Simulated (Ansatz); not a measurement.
Consider the interaction energy of a dimer with the counterpoise correction of BHO2, SMILES O=BO (Ansatz 0.2.0, Python API).

Script `dimer_bho2.py`:
```python
"""Binding of a BHO2 dimer at a trial geometry."""

import ansatz as az

FIRST = [
    ("O", (-1.5476, 0.5194, 0.4468)),
    ("B", (-0.4336, 0.1363, 0.2373)),
    ("O", (0.79, -0.2908, 0.0882)),
    ("H", (1.1913, -0.365, -0.7723)),
]
SECOND = [
    ("O", (2.0266, 4.7568, -0.7283)),
    ("B", (1.0745, 4.0473, -0.5804)),
    ("O", (0.0161, 3.3184, -0.3558)),
    ("H", (-0.2018, 2.5722, -0.9059)),
]

def energy(atoms, ghosts=()):
    molecule = az.Crystal.molecule()
    for symbol, xyz in atoms:
        molecule = molecule.atom(symbol, xyz)
    calc = (
        molecule.calculation()
        .basis(gaussian="cc-pVDZ")  # atom-centred Gaussian functions
        .functional("r2scan", dispersion="d3bj")
        .accuracy("medium")  # preset for grids and thresholds
    )
    deck = calc.input()
    if ghosts:
        deck = deck.set(az.key.basis.gaussian.ghost_atoms, [{"symbol": s, "position_ang": list(xyz)} for s, xyz in ghosts])
    return az.Session.from_dict(deck).plan().execute().report["free_energy_ev"]

# ghost atoms carry the functions of the partner
both = energy(FIRST + SECOND)
alone = energy(FIRST) + energy(SECOND)
ghosted = energy(FIRST, SECOND) + energy(SECOND, FIRST)
print(f"dimer {both:.6f} eV")
print(f"interaction, uncorrected   {23.060548 * (both - alone):8.3f} kcal/mol")
print(f"interaction, counterpoise  {23.060548 * (both - ghosted):8.3f} kcal/mol")
print(f"basis-set superposition    {23.060548 * (alone - ghosted):8.3f} kcal/mol")
```

How large is the interaction at this pose, and how much of it is basis-set superposition?

Uncorrected it is -1.189 kcal/mol, with the counterpoise correction -0.043 kcal/mol; the difference, 1.15 kcal/mol, is the superposition error.

The output:

`python dimer_bho2.py` gives:
```text
DeckWarning: the engine holds no damping parameters fitted to this dispersion correction and functional, so the run takes those fitted to r2scan beside the three-body term, which d3bj leaves out (hamiltonian.dispersion, under Limitations)
dimer -9573.124308 eV
interaction, uncorrected     -1.189 kcal/mol
interaction, counterpoise    -0.043 kcal/mol
basis-set superposition       1.145 kcal/mol
```
(Warnings from the package without file and line.)

Reading the output:
- The settings weren't tested for convergence.
- The dimer is a generated trial pose of unrelaxed monomers, not a minimum, so the figure is no binding energy, and the basis set is small.
- A dispersion term here runs with damping parameters fitted for another variant or functional.
- Run time: 13 s on 1 thread of Arm Neoverse V1, on a shared host, peak memory 0.19 GiB.
